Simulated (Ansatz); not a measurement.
# BaY under changes of volume

One of the cells (40.527 Å³/atom); the others are scaled copies at fixed shape and fractional positions:

```
Ba Y
1.0
     4.25569    0.00000    0.00000
     0.00000    4.25569    0.00000
     0.00000    0.00000    4.47542
Ba Y
1 1
Cartesian
  0.0000 0.0000 0.0000
  2.1278 2.1278 2.2377
```

The cell was built by a generator and needn't be a form met in nature.

```yaml
Program: Ansatz 0.2.0
Functional: PBE
Potentials_or_basis: all-electron LAPW, scalar-relativistic
Cutoff: 122 eV (chosen from the basis error)
Basis_error_allowed: 0.0005 eV/atom
k_mesh: 6 × 6 × 6
Occupations: fermi-dirac, width 0.05 eV
Spin: no spin polarisation
```

```tsv
volume (Å³/atom)	energy over the lowest point (meV/atom)	pressure (GPa)
38.095	?	?
38.906	26.26	2.3
39.716	16.30	1.7
40.527	8.88	1.2
41.337	3.80	0.8
42.148	0.90	0.4
42.959	0.00	0.0
```

What does the run at 38.095 Å³/atom give?

Energy over the lowest point 38.99 meV/atom; pressure 2.8 GPa.

Worked out: A Birch-Murnaghan fit of order 3 (a polynomial in V^(-2/3)) to the other rows has its minimum at 42.93 Å³/atom with B0 = V·E''(V) = 19.5 GPa and B' = 3.1 at fixed shape and positions, which overstates the stiffness. It gives 38.98 meV/atom at 38.095 Å³/atom, against the run's 38.99, and -dE/dV = 2.8 GPa, against 2.8.

Energies are extrapolated to zero smearing.

The runs don't all hold the same shells in valence.
